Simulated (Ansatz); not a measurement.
Write the native input for Ansatz 0.2.0 that does the following.

- Task: relaxation of cell and atoms
- Functional: r2SCAN
- Potentials or basis: Ansatz PAW
- Cutoff: 500 eV (not typed: the program's choice for these potentials)
- k mesh: 6 × 6 × 6
- Occupations: fermi-dirac, width 0.05 eV
- Spin: no spin polarisation

GaSb3:

```
Sb Ga
1.0
     0.00000    3.73060    3.73060
     3.73060    0.00000    3.73060
     3.73060    3.73060    0.00000
Sb Ga
3 1
Direct
  0.50000 0.50000 0.50000
  0.75000 0.75000 0.75000
  0.25000 0.25000 0.25000
  0.00000 0.00000 0.00000
```

The cell comes from a database or a generator and needn't be the stable form of this composition.

The input as run:

input.yaml

```yaml
crystal:
  lattice:
    - [0.0, 3.730595, 3.730595]
    - [3.730595, 0.0, 3.730595]
    - [3.730595, 3.730595, 0.0]
  atoms:
    - { symbol: Sb, position: [0.5, 0.5, 0.5] }
    - { symbol: Sb, position: [0.75, 0.75, 0.75] }
    - { symbol: Sb, position: [0.25, 0.25, 0.25] }
    - { symbol: Ga, position: [0.0, 0.0, 0.0] }
hamiltonian:
  xc: r2scan
  pseudopotentials: { kind: paw }
kpoints:
  mp_grid: { grid: [6, 6, 6] }
scf:
  occupations: { method: fermi_dirac, width: 0.05 }
output:
  forces: true
  stress: true
  eigenvalues: true
  write_density: true
  write_potential: true
  elf: true
  volumetric_format: npy
relax:
  f_tol: 0.01
  max_steps: 40
  cell: { stress_tol: 0.05 }
```

Potentials or basis: Ansatz PAW.

Command:

```sh
$ ansatz run input.yaml --threads 2 --pin off --max-ram 5632MiB --backend cpu --events-out ev --progress --plain --runs-dir out
```

Results of the run:

- Relaxed volume: 25.21 Å³/atom
- Relaxed cell: a = 5.224 Å, b = 5.224 Å, c = 5.224 Å, α = 60.00°, β = 60.00°, γ = 60.00°
- Space group after relaxing (to 0.05 Å): Fm-3m (No. 225)
- Energy gained by relaxing: 3.7 meV/atom
- Ionic steps: 4
- Pressure after relaxing: 0.0 GPa
- Band gap on the k mesh: none (metal or under the smearing width)

Caveat: the plane-wave basis is chosen anew once the cell has moved, so the energies of steps on either side of that aren't comparable; the PAW data sets come from PBE, with cores solved anew for the run's functional, which leaves a small shift of forces and pressure.

It took 18 s on 2 threads of Arm Neoverse V2, with other jobs on the host, peak memory 0.69 GiB.
